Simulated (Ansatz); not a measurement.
# CH4BBr: the cost of one run

Method: PBE0-D4/def2-TZVP; program: Ansatz 0.2.0, Gaussian basis.

### 1 Starting geometry

The first end: 7 atoms, charge 0, spin multiplicity 1.

Atoms are counted from 1 here; the program's logs count them from 0.

Bond lengths: B1–Br2 1.912 Å, B1–C3 1.546 Å, B1–H5 1.193 Å, C3–H4 1.097 Å, C3–H6 1.097 Å, C3–H7 1.089 Å. Angles: Br2–B1–C3 121.8°, Br2–B1–H5 115.0°, C3–B1–H5 123.1°, B1–C3–H4 109.0°, B1–C3–H6 109.0°, B1–C3–H7 115.3°, H4–C3–H6 104.8°, H4–C3–H7 109.1°, H6–C3–H7 109.1°.

Coordinates:

```mol
CH4BBr
  3D, bonds by distance, orders not assigned

  7  6  0  0  0  0  0  0  0  0999 V2000
    0.5064   -0.2402    0.5954 B   0  0
    2.1018   -1.1502    0.0642 Br  0  0
   -0.5281    0.2619   -0.4380 C   0  0
   -0.6682    1.3423   -0.3068 H   0  0
    0.3765   -0.0938    1.7718 H   0  0
   -1.5065   -0.1781   -0.2073 H   0  0
   -0.2819    0.0582   -1.4796 H   0  0
  1  2  8  0
  1  3  8  0
  1  5  8  0
  3  4  8  0
  3  6  8  0
  3  7  8  0
M  END
```

The second end:

```xyz
7
CH4BBr
B    -0.6065   -0.4724    1.0244
Br    2.5800    0.7748   -0.8171
C    -0.8519   -0.0679   -0.2695
H     1.2322    0.3856   -0.4361
H    -0.3680   -0.8102    2.1234
H    -1.1539    0.9467   -0.5154
H    -0.8318   -0.7567   -1.1098
```

### 2 The band at PBE0-D4/def2-TZVP

The input, neb/in.yaml:

```yaml
crystal:
  periodic: [false, false, false]
  atoms:
    - {symbol: B, position_ang: [0.506392, -0.240247, 0.595413]}
    - {symbol: Br, position_ang: [2.101820, -1.150174, 0.064220]}
    - {symbol: C, position_ang: [-0.528132, 0.261873, -0.438001]}
    - {symbol: H, position_ang: [-0.668187, 1.342270, -0.306766]}
    - {symbol: H, position_ang: [0.376526, -0.093770, 1.771849]}
    - {symbol: H, position_ang: [-1.506479, -0.178116, -0.207259]}
    - {symbol: H, position_ang: [-0.281939, 0.058163, -1.479556]}
basis:
  gaussian: {orbitals: def2-TZVP}
hamiltonian: {xc: pbe0, dispersion: d4}
neb:
  images: 4
  climbing: false
  max_iterations: 40
  initial_path: idpp
  final_atoms:
    - {symbol: B, position_ang: [-0.606531, -0.472358, 1.024429]}
    - {symbol: Br, position_ang: [2.579980, 0.774842, -0.817127]}
    - {symbol: C, position_ang: [-0.851897, -0.067854, -0.269530]}
    - {symbol: H, position_ang: [1.232187, 0.385600, -0.436136]}
    - {symbol: H, position_ang: [-0.368049, -0.810181, 2.123444]}
    - {symbol: H, position_ang: [-1.153883, 0.946688, -0.515409]}
    - {symbol: H, position_ang: [-0.831806, -0.756738, -1.109771]}
```

The run is started by

```bash
> ansatz run in.yaml --threads 2 --pin off --events-out ev --progress --plain --max-ram 4352MiB
```

**Question.** How long does this run take on 2 threads of Intel Xeon 6975P-C, shared host?

About 2.9 min.
